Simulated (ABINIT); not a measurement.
# TaO (P6/mmm) in ABINIT: settings compared, part 2 of 2

ABINIT 10.8.3 (patched build).

## Step 4: Single point, PBEsol

Input file run.abi:

```
# Pseudopotentials
pp_dirpath "./"
pseudos "Ta.GGA_PBE-JTH.xml, O.GGA_PBE-JTH.xml"

# Structure
acell 3*1.0
rprim
     5.7941081680     0.0000000000     0.0000000000
    -2.8970635326     5.0178464705     0.0000000000
     0.0000000000     0.0000000000     7.2849320050
ntypat 2
znucl 73 8
natom 2
typat 1 2
xcart
     0.0000000000     0.0000000000     3.6424660025
     0.0000000000     0.0000000000     0.0000000000

# Plane-wave basis
ecut 28.0
pawecutdg 50.0
pawxcdev 0
pawovlp 30

# k points
kptopt 1
ngkpt 10 10 7
nshiftk 1
shiftk 0.0 0.0 0.0

# Exchange and correlation
ixc -116133

# Bands and occupations
nband 14
occopt 3
tsmear 0.00183747

# SCF cycle
nstep 100
tolvrs 1.0e-9

# Output
iomode 3
prtwf 0
prteig 0
prtebands 0
enunit 2
prtden 1
prtvha 1
prtvclmb 1
prtpot 1
```

Potentials or basis: JTH PAW PBE v2.0.

Run with:

```sh
$ abinit run.abi > log 2>&1
```

run.abo:

```text
.Version 10.8.3 of ABINIT
 Symmetries : space group P6/m m m (#191); Bravais hP (primitive hexag.)
================================================================================
 Values of the parameters that define the memory need of the present run
     intxc =       0    ionmov =       0      iscf =      17    lmnmax =      18
     lnmax =       6     mgfft =      36  mpssoang =       3    mqgrid =    3001
     natom =       2  nloc_mem =       2    nspden =       1   nspinor =       1
    nsppol =       1      nsym =      24    n1xccc =       1    ntypat =       2
    occopt =       3   xclevel =       2
       mpw =        1511          nfft =       32400          nkpt =          56
 PAW method is used; the additional fine FFT grid is defined by:
   mgfftf=        48    nfftf =     76800
================================================================================
================================================================================

--------------------------------------------------------------------------------
------------- Echo of variables that govern the present computation ------------
--------------------------------------------------------------------------------
 -outvars: echo values of preprocessed input variables --------
            acell      5.7941112250E+00  5.7941112250E+00  7.2849320050E+00 Bohr
              amu      1.80947900E+02  1.59994000E+01
             ecut      2.80000000E+01 Hartree
           enunit           2
                       outvar_i_n : Printing only first  50 k-points.
              ixc     -116133
                       outvar_i_n : Printing only first  50 k-points.
         kptrlatt       10    0    0      0   10    0      0    0    7
          kptrlen      5.09945240E+01
            natom           2
            nband          14
            ngfft          30      30      36
          ngfftdg          40      40      48
             nkpt          56
            nstep         100
             nsym          24
           ntypat           2
                       prtocc : prtvol=0, do not print more k-points.
           occopt           3
        pawecutdg      5.00000000E+01 Hartree
          pawovlp      3.0000000000E+01
         pawxcdev           0
        prtebands           0
           prteig           0
           prtpot           1
         prtvclmb           1
           prtvha           1
            prtwf           0
            rprim      1.0000000000E+00  0.0000000000E+00  0.0000000000E+00
                      -5.0000000000E-01  8.6602540378E-01  0.0000000000E+00
                       0.0000000000E+00  0.0000000000E+00  1.0000000000E+00
          spgroup         191
           tolvrs      1.00000000E-09
           tsmear      1.83747000E-03 Hartree
            typat      1  2
           useylm           1
                       outvars : Printing only first  50 k-points.
           xangst      0.0000000000E+00  0.0000000000E+00  1.9275099987E+00
                       0.0000000000E+00  0.0000000000E+00  0.0000000000E+00
            xcart      0.0000000000E+00  0.0000000000E+00  3.6424660025E+00
                       0.0000000000E+00  0.0000000000E+00  0.0000000000E+00
             xred      0.0000000000E+00  0.0000000000E+00  5.0000000000E-01
                       0.0000000000E+00  0.0000000000E+00  0.0000000000E+00
            znucl       73.00000    8.00000

================================================================================

 chkinp: Checking input parameters for consistency.

================================================================================
== DATASET  1 ==================================================================

--- !DatasetInfo
iteration_state: {dtset: 1, }
dimensions: {natom: 2, nkpt: 56, mband: 14, nsppol: 1, nspinor: 1, nspden: 1, mpw: 1511, }
cutoff_energies: {ecut:  28.0, pawecutdg:  50.0, }
[... 104 lines left out ...]
 ------------------------------------------------
 Atom  Sphere_radius  Integrated_density
    1        2.41973         10.62376593
    2        1.41465          4.55977838

================================================================================

 ----iterations are completed or convergence reached----

 Mean square residual over all n,k,spin=   25.418E-11; max=  79.568E-09
 reduced coordinates (array xred) for    2 atoms
       0.000000000000      0.000000000000      0.500000000000
       0.000000000000      0.000000000000      0.000000000000
 rms dE/dt=  0.0000E+00; max dE/dt=  0.0000E+00; dE/dt below (all hartree)
    1       0.000000000000      0.000000000000      0.000000000000
    2       0.000000000000      0.000000000000      0.000000000000

 cartesian coordinates (angstrom) at end:
    1      0.00000000000000     0.00000000000000     1.92750999870430
    2      0.00000000000000     0.00000000000000     0.00000000000000

 cartesian forces (hartree/bohr) at end:
    1     -0.00000000000000    -0.00000000000000    -0.00000000000000
    2     -0.00000000000000    -0.00000000000000    -0.00000000000000
 frms,max,avg= 0.0000000E+00 0.0000000E+00   0.000E+00  0.000E+00  0.000E+00 h/b

 cartesian forces (eV/Angstrom) at end:
    1     -0.00000000000000    -0.00000000000000    -0.00000000000000
    2     -0.00000000000000    -0.00000000000000    -0.00000000000000
 frms,max,avg= 0.0000000E+00 0.0000000E+00   0.000E+00  0.000E+00  0.000E+00 e/A
 length scales=  5.794111225024  5.794111225024  7.284932005000 bohr
              =  3.066111615640  3.066111615640  3.855019997409 angstroms
 Fermi (or HOMO) energy (hartree) =   0.03984   Average Vxc (hartree)=  -0.41037
 Eigenvalues (hartree) for nkpt=  56  k points:
 kpt#   1, nband= 14, wtk=  0.00143, kpt=  0.0000  0.0000  0.0000 (reduced coord)
  -2.46529   -1.24297   -1.21929   -1.21929   -0.67027   -0.15342   -0.08534   -0.04468
  -0.04468    0.06264    0.06264    0.15470    0.15470    0.28664
      occupation numbers for kpt#   1
   2.00000    2.00000    2.00000    2.00000    2.00000    2.00000    2.00000    2.00000
   2.00000    0.00001    0.00001    0.00000    0.00000    0.00000
 prteigrs : prtvol=0 or 1, do not print more k-points.

 Fermi (or HOMO) energy (eV) =   1.08416   Average Vxc (eV)= -11.16669
 Eigenvalues (   eV  ) for nkpt=  56  k points:
 kpt#   1, nband= 14, wtk=  0.00143, kpt=  0.0000  0.0000  0.0000 (reduced coord)
 -67.08405  -33.82300  -33.17851  -33.17851  -18.23889   -4.17490   -2.32226   -1.21577
  -1.21577    1.70439    1.70439    4.20965    4.20965    7.80000
 prteigrs : prtvol=0 or 1, do not print more k-points.

--- !EnergyTerms
iteration_state     : {dtset: 1, }
comment             : Components of total free energy in Hartree
kinetic             :  1.33916394923371E+01
hartree             :  1.49242409071472E+01
xc                  : -1.09272826038157E+01
Ewald energy        : -5.61191594082034E+01
psp_core            :  7.31117088987075E+00
local_psp           : -2.86254494153219E+01
PAW spherical_terms : -1.51015382435463E+01
internal            : -7.51463783815323E+01
'-kT*entropy'       : -9.59743732967681E-04
total_energy        : -7.51473381252652E+01
total_energy_eV     : -2.04486324308393E+03
...

--- !EnergyTermsDC
iteration_state     : {dtset: 1, }
comment             : '"Double-counting" decomposition of free energy'
band_energy         : -1.44340911955618E+01
Ewald energy        : -5.61191594082034E+01
psp_core            :  7.31117088987075E+00
xc_dc               : -1.81150342214869E+01
PAW spherical_terms :  6.21072727773296E+00
internal            : -7.51463866576484E+01
'-kT*entropy'       : -9.59743732967681E-04
total_energy_dc     : -7.51473464013814E+01
total_energy_dc_eV  : -2.04486346828852E+03
...

--- !EnergyTermsWithPAWCore
iteration_state     : {dtset: 1, }
comment             : 'Components of total free energy, including PAW core contributions'
Total energy        : -1.56753732374845E+04
Total energy DC     : -1.56753732457607E+04
Total energy (eV)   : -4.26548635715106E+05
Total energy DC (eV): -4.26548635940310E+05
...

 Cartesian components of stress tensor (hartree/bohr^3)
  sigma(1 1)=  1.64262321E-04  sigma(3 2)=  0.00000000E+00
  sigma(2 2)=  1.64262321E-04  sigma(3 1)=  0.00000000E+00
  sigma(3 3)=  2.40077743E-04  sigma(2 1)=  0.00000000E+00

-Cartesian components of stress tensor (GPa)         [Pressure= -5.5763E+00 GPa]
- sigma(1 1)=  4.83276432E+00  sigma(3 2)=  0.00000000E+00
- sigma(2 2)=  4.83276432E+00  sigma(3 1)=  0.00000000E+00
- sigma(3 3)=  7.06333106E+00  sigma(2 1)=  0.00000000E+00

== END DATASET(S) ==============================================================
================================================================================

 -outvars: echo values of variables after computation  --------
            acell      5.7941112250E+00  5.7941112250E+00  7.2849320050E+00 Bohr
           etotal     -7.5147346401E+01
            fcart     -0.0000000000E+00 -0.0000000000E+00 -0.0000000000E+00
                      -0.0000000000E+00 -0.0000000000E+00 -0.0000000000E+00
            rprim      1.0000000000E+00  0.0000000000E+00  0.0000000000E+00
                      -5.0000000000E-01  8.6602540378E-01  0.0000000000E+00
                       0.0000000000E+00  0.0000000000E+00  1.0000000000E+00
           strten      1.6426232064E-04  1.6426232064E-04  2.4007774314E-04
                       0.0000000000E+00  0.0000000000E+00  0.0000000000E+00
           xangst      0.0000000000E+00  0.0000000000E+00  1.9275099987E+00
                       0.0000000000E+00  0.0000000000E+00  0.0000000000E+00
             xred      0.0000000000E+00  0.0000000000E+00  5.0000000000E-01
                       0.0000000000E+00  0.0000000000E+00  0.0000000000E+00
 Calculation completed.
```

Wall time 47 s (1 thread of Arm Neoverse V2, shared host); peak memory 0.15 GiB.

What came out:

```yaml
Free_energy: -2044.8635 eV
Pressure: -5.6 GPa
Band_gap_on_the_k_mesh: none (metal or under the smearing width)
```

Caveat: the PAW data sets were made with another functional, which shifts forces and pressure a little; an odd number of electrons without spin polarisation forces a metal; a magnetic or distorted state may lie lower; the atomic spheres overlap.

## Step 5: Single point, RPBE

run.abi: that of step 4 with these lines changed.

```diff
@@ -31,3 +31,3 @@
 # Exchange and correlation
-ixc -116133
+ixc 15
```

Run with:

```sh
$ abinit run.abi > log 2>&1
```

It took 42 s on 1 thread of Arm Neoverse V2, shared host; peak memory 0.15 GiB.

The run converged. Its results:

- Free energy: -2042.0056 eV
- Pressure: 3.5 GPa
- Band gap on the k mesh: none (metal or under the smearing width)

Stress tensor (GPa, compression positive):
```
2.31 0.00 0.00
0.00 2.31 0.00
0.00 0.00 6.02
```

Levels at points of the mesh, in eV from the Fermi level:
```
           k point  band 7  band 8  band 9  band 10  band 11  band 12
(0.00, 0.00, 0.00)   -3.45   -2.35   -2.35     0.61     0.61     3.17
(0.50, 0.00, 0.00)   -3.03   -2.99   -2.79    -0.57     2.39     3.75
```

Caveat: the PAW data sets were made with another functional, which shifts forces and pressure a little; an odd number of electrons without spin polarisation forces a metal; a magnetic or distorted state may lie lower; the atomic spheres overlap. The run has no spin-orbit coupling, so splittings on Ta are missing.

## Step 6: The runs side by side

```tsv
level	gap on the mesh (eV)	pressure (GPa)
PBE	none	0.0
LDA	none	-10.2
PBEsol	none	-5.6
RPBE	none	3.5
```

Alike in all rows: task single point; potentials or basis JTH PAW PBE v2.0; no spin polarisation; cell as given; k mesh 10 × 10 × 7; cutoff (eV) 762; smearing fermi-dirac 0.05 eV.

Every run on the cell as given and a fine mesh finds a metal. The pressure there spans -10.2 GPa (LDA) to 3.5 GPa (RPBE); a positive pressure means that this level wants a larger cell, a negative one a smaller.

Caveats: an odd number of electrons without spin polarisation forces a metal; a magnetic or distorted state may lie lower; the atomic spheres overlap; the PAW data sets were made with another functional, which shifts forces and pressure a little (some runs).

Absolute energies hang on the potentials; compare differences alone.
